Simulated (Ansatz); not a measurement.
# FGeH3: the cost of one run

All numbers below are computed with Ansatz 0.2.0 (RKS PBE0-D4/def2-SVP).

## (1) The starting structure

Bond lengths: Ge1–H2 1.550 Å, Ge1–F3 1.680 Å, Ge1–H4 1.549 Å, Ge1–H5 1.549 Å. Angles: H2–Ge1–F3 109.4°, H2–Ge1–H4 109.5°, H2–Ge1–H5 109.5°, F3–Ge1–H4 109.5°, F3–Ge1–H5 109.5°, H4–Ge1–H5 109.5°.

Coordinates:

```xyz
5

Ge    0.0000    0.0000    0.0000
H     0.0000    0.0000    1.5500
F     1.5842    0.0000   -0.5594
H    -0.7300    1.2648   -0.5162
H    -0.7300   -1.2648   -0.5162
```

## (2) Relaxing the start

File input.yaml:

```yaml
crystal:
  periodic: [false, false, false]
  atoms:
    - { symbol: Ge, position_ang: [0.0, 0.0, 0.0] }
    - { symbol: H, position_ang: [0.0, 0.0, 1.55] }
    - { symbol: F, position_ang: [1.5842, 0.0, -0.5594] }
    - { symbol: H, position_ang: [-0.73, 1.2648, -0.5162] }
    - { symbol: H, position_ang: [-0.73, -1.2648, -0.5162] }
basis:
  gaussian: { orbitals: def2-SVP }
hamiltonian:
  xc: pbe0
  dispersion: d4
relax:
  f_tol: 0.02
  max_steps: 40
```

The run is started by

```bash
> ansatz run input.yaml --threads 1 --pin off --max-ram 2048MiB --backend cpu --events-out ev --progress --plain --runs-dir out
```

What time and memory should one allow on 1 thread of Arm Neoverse V1, shared host?

About 7.4 s, with a peak of 0.11 GiB.
